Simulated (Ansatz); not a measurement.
# CH₉AlSiSn: one species, many methods

One table from this session's results is given with a row withheld; the runs are named, their logs left out.

Computed with Ansatz 0.2.0, Gaussian basis. Level: functionals in def2-TZVPP, the program's frozen cores in correlated methods.

Levels to be run: PBE-D4, r2SCAN-D4, PBE0-D4, B3LYP-D4, ωB97X-V, ωB97M-V, B2PLYP; CCSD(T)/def2-TZVPP; MP2/def2-QZVPP; extrapolation to the limit.

## Structure used throughout

The geometry comes from an earlier relaxation with PBE0-D4 in a triple-zeta def2 set; it is a stationary point, not always the lowest conformer. Sn takes the def2 core potential; no spin-orbit term is included.

13 atoms, charge 0, spin multiplicity 1.

Atoms are counted from 1 here; the program's logs count them from 0.

Bond lengths: Al1–Si2 2.463 Å, Al1–H5 1.598 Å, Al1–H6 1.590 Å, Si2–C3 1.904 Å, Si2–H7 1.494 Å, Si2–H8 1.496 Å, C3–Sn4 2.131 Å, C3–H9 1.091 Å, C3–H10 1.092 Å, Sn4–H11 1.703 Å, Sn4–H12 1.782 Å, Sn4–H13 1.703 Å. Angles: Si2–Al1–H5 113.6°, Si2–Al1–H6 125.1°, H5–Al1–H6 120.2°, Al1–Si2–C3 100.3°, Al1–Si2–H7 119.8°, Al1–Si2–H8 113.4°, C3–Si2–H7 110.0°, C3–Si2–H8 106.1°, H7–Si2–H8 106.4°, Si2–C3–Sn4 105.2°, Si2–C3–H9 114.4°, Si2–C3–H10 110.8°, Sn4–C3–H9 110.4°, Sn4–C3–H10 106.9°, H9–C3–H10 108.8°, C3–Sn4–H11 115.1°, C3–Sn4–H12 103.0°, C3–Sn4–H13 117.4° and more.

Set-up of the first run:

Contents of in.yaml:

```yaml
crystal:
  periodic: [false, false, false]
  atoms:
    - {symbol: Al, position_ang: [-1.686008, 0.919847, -0.647627]}
    - {symbol: Si, position_ang: [0.337334, 1.410620, 0.668017]}
    - {symbol: C, position_ang: [1.464826, -0.016493, 0.106268]}
    - {symbol: Sn, position_ang: [0.187140, -1.715377, -0.039164]}
    - {symbol: H, position_ang: [-1.417496, 0.819295, -2.219558]}
    - {symbol: H, position_ang: [-3.174725, 0.977320, -0.091509]}
    - {symbol: H, position_ang: [1.039067, 2.716872, 0.489466]}
    - {symbol: H, position_ang: [0.146805, 1.232108, 2.140734]}
    - {symbol: H, position_ang: [2.299059, -0.224241, 0.778481]}
    - {symbol: H, position_ang: [1.858732, 0.171040, -0.895130]}
    - {symbol: H, position_ang: [-0.026613, -2.584573, 1.409582]}
    - {symbol: H, position_ang: [-1.416528, -0.989256, -0.312808]}
    - {symbol: H, position_ang: [0.408807, -2.752065, -1.371951]}
basis:
  gaussian: {orbitals: def2-TZVPP}
hamiltonian: {xc: pbe, dispersion: d4}
output: {forces: true, orbitals: {seedname: orbitals}}
```

Launch:

```bash
> ansatz run in.yaml --threads 4 --pin off --events-out ev --progress --plain --max-ram 10444MiB
```

Among the steps run: PBE-D4 (GGA); r2SCAN-D4 (meta-GGA); PBE0-D4 (hybrid); B3LYP-D4 (hybrid); ωB97X-V (range-separated); ωB97M-V (range-separated); B2PLYP (double hybrid); CCSD(T) in def2-TZVPP; MP2 in def2-QZVPP.

One of the session's tables, all rows but one given; the rest of the session is left out.

It belongs to the step «Atomisation energies». 

```
            method  atomisation energy (kJ/mol)
            PBE-D4                       3639.9
         r2SCAN-D4                       3672.2
           PBE0-D4                       3634.8
          B3LYP-D4                       3655.6
           ωB97X-V                       3706.3
           ωB97M-V                            ?
            B2PLYP                       3599.9
     HF/def2-TZVPP                       2736.1
    MP2/def2-TZVPP                       3554.6
   CCSD/def2-TZVPP                       3567.5
CCSD(T)/def2-TZVPP                       3607.8
           MP2/CBS                       3642.5
       CCSD(T)/CBS                       3695.6
```

Estimate the missing values for ωB97M-V.

**Answer.** atomisation energy (kJ/mol): 3669.9. In the column «atomisation energy (kJ/mol)» it lies between B3LYP-D4 (3655.6) and r2SCAN-D4 (3672.2).

Caveats from the session: Free atoms (1 Al, 1 Si, 1 C, 1 Sn, 9 H) were run apart at each level; the atomisation energy is their sum less the molecule, without zero-point or spin-orbit terms.
